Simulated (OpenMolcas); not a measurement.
# Ir⁴⁺ among point charges: CASSCF and CASPT2 levels and susceptibility

How does a field of 2 point charges split the states of Ir⁴⁺, and what χT follows?

Program: OpenMolcas 26.06. Level of theory: state-averaged CASSCF and CASPT2, spin-orbit coupling by RASSI with atomic mean-field integrals. These are calculated values, not measurements, unless marked.

### 1 The atom as given

| Property | Result |
| --- | --- |
| Species | Ir⁴⁺ (iridium, Z = 77, 73 electrons) |
| Basis | ANO-RCC-VDZP [7s6p4d2f], 59 functions |
| Scalar Hamiltonian | DKH2, point nucleus |
| Inactive shells | 1s 2s 2p 3s 3p 3d 4s 4p 4d 4f 5s 5p |
| Active space | 5 electrons in 5 orbitals (5d) |
| Some configurations of this space | 5d⁵ |
| Orbitals | optimised for each spin and parity, averaged over all roots |

The outer shells:

5d5
```
5d [↑ ][↑ ][↑ ][↑ ][↑ ]
```

The ion sits among 2 point charges of -1.5 e arranged as a linear pair (D∞h), 2.39 Å from the ion.

The work runs as a chain of OpenMolcas steps in one folder; each step below is one input file. Labels, J, g values, rates, χT and fits are worked out afterwards by a script from the matrices that RASSI stores. The input lists half of the charges; inversion (Group=XYZ) makes the rest.

### 2 GATEWAY and SEWARD: basis and integrals

a.inp reads:

```
&GATEWAY
Coord
1

Ir 0.0 0.0 0.0
Basis=ANO-RCC-VDZP
Group=XYZ
NoMove
AngMom=0.0 0.0 0.0
AMFI
XField
1 Angstrom 0
0.000000 0.000000 2.390000 -1.500000
&SEWARD
```

The run is started by

```console
$ OMP_NUM_THREADS=1 MOLCAS_MEM=1689 MOLCAS_PROJECT=a pymolcas a.inp > a.log
```

### 3 Reference wave functions, sextets of even parity, 1 root

a.inp reads:

```
&RASSCF
FileOrb=start.orb
Symmetry=1
Spin=6
nActEl=5 0 0
Inactive=15 19
Ras2=5 0
CIRoot=1 1 1
SDav=1
CIMx=300
Iter=120 100
PrWF=0.3
OrbListing=Nothing
MaxOrb=0
>>> COPY $Project.JobIph JOB001
```

start.orb holds the contracted functions of the basis, ordered by shell, or the orbitals of the step before.

### 4 Reference wave functions, quartets of even parity, 24 roots

a.inp reads:

```
&RASSCF
FileOrb=start.orb
Symmetry=1
Spin=4
nActEl=5 0 0
Inactive=15 19
Ras2=5 0
CIRoot=24 24 1
SDav=24
CIMx=300
Iter=120 100
PrWF=0.3
OrbListing=Nothing
MaxOrb=0
>>> COPY $Project.JobIph JOB002
```

### 5 Reference wave functions, doublets of even parity, 75 roots

a.inp reads:

```
&RASSCF
FileOrb=start.orb
Symmetry=1
Spin=2
nActEl=5 0 0
Inactive=15 19
Ras2=5 0
CIRoot=75 75 1
SDav=75
CIMx=300
Iter=120 100
PrWF=0.3
OrbListing=Nothing
MaxOrb=0
>>> COPY $Project.JobIph JOB003
```

### 6 State interaction with spin-orbit coupling

a.inp reads:

```
&RASSI
NrOfJobIphs=3 1 24 75
1
1 2 3 4 5 6 7 8 9 10 11 12 13 14 15 16 17 18 19 20 21 22 23 24
1 2 3 4 5 6 7 8 9 10 11 12 13 14 15 16 17 18 19 20 21 22 23 24 25 26 27
28 29 30 31 32 33 34 35 36 37 38 39 40 41 42 43 44 45 46 47 48 49 50 51
52 53 54 55 56 57 58 59 60 61 62 63 64 65 66 67 68 69 70 71 72 73 74 75
IphNames
JOB001
JOB002
JOB003
EJob
SpinOrbit
DIPRint=1.0
SOCoupling=1000.0
Subsets=2
Property=9
'ANGMOM' 1 'ANGMOM' 2 'ANGMOM' 3 'MLTPL  1' 1 'MLTPL  1' 2 'MLTPL  1' 3
'AMFI' 1 'AMFI' 2 'AMFI' 3
SOProperty=3
'ANGMOM' 1 'ANGMOM' 2 'ANGMOM' 3
```

### 7 CASPT2: IPEA 0.25, imaginary shift 0.1 (closed shells correlated: 5s 5p)

a.inp reads:

```
>>> COPY JOB001 $Project.JobIph
&CASPT2
Multistate=1 1
Frozen=14 16
IPEA=0.25
Imaginary=0.1
MaxIter=60
WThr=0.0 0.3 0.05
PrWF=0.5
NoMix
>>> COPY JOB002 $Project.JobIph
&CASPT2
Multistate=24 1 2 3 4 5 6 7 8 9 10 11 12 13 14 15 16 17 18 19 20 21 22
23 24
NoMult
Frozen=14 16
IPEA=0.25
Imaginary=0.1
MaxIter=60
WThr=0.0 0.3 0.05
PrWF=0.5
NoMix
>>> COPY JOB003 $Project.JobIph
&CASPT2
Multistate=75 1 2 3 4 5 6 7 8 9 10 11 12 13 14 15 16 17 18 19 20 21 22
23 24 25 26 27 28 29 30 31 32 33 34 35 36 37 38 39 40 41 42 43 44 45 46
47 48 49 50 51 52 53 54 55 56 57 58 59 60 61 62 63 64 65 66 67 68 69 70
71 72 73 74 75
NoMult
Frozen=14 16
IPEA=0.25
Imaginary=0.1
MaxIter=60
WThr=0.0 0.3 0.05
PrWF=0.5
NoMix
```

(Steps that only read results are left out.)

What does the calculation give? Wanted: spin-free ground state; lowest level; next level.

As calculated:

| quantity | value |
| --- | --- |
| method | SS-CASPT2, IPEA 0.25, imaginary shift 0.1 (closed shells correlated: 5s 5p) |
| spin-free ground state | 6Sigma, 1-fold in its orbital part |
| lowest level | 2-fold, g = 0.00, 0.00, 9.54 |
| next level | 438.1 cm⁻¹ |
| χT at 300 K | 3.71 cm³ K/mol |
| effective moment at 300 K | 5.45 μB |

Cost by method:

```csv
method,time of its own steps,time with the reference
A. CASSCF,24 s,24 s
"B. SS-CASPT2, IPEA 0.25, imaginary shift 0.1, +5s 5p",7.8 s,32 s
```

Times are of one thread on a shared host.

The spin-free ground state (6Sigma) comes to 100 % from free-ion S terms and keeps the highest spin of the shell. χT at 300 K is 3.71, against 4.39 cm³ K/mol for the spin alone, so spin-orbit coupling lowers it. An active space of the d shell alone favours high spin; real ions in strong fields can be low spin. CASPT2 does not keep the components of a term degenerate, and the means are used. The field of point charges can differ much from that of real complexes. With metal d orbitals alone active, the gaps between spin states are rough; where two lie within a few thousand cm-1, their order is open. This is an electrostatic model: the charges have no orbitals.
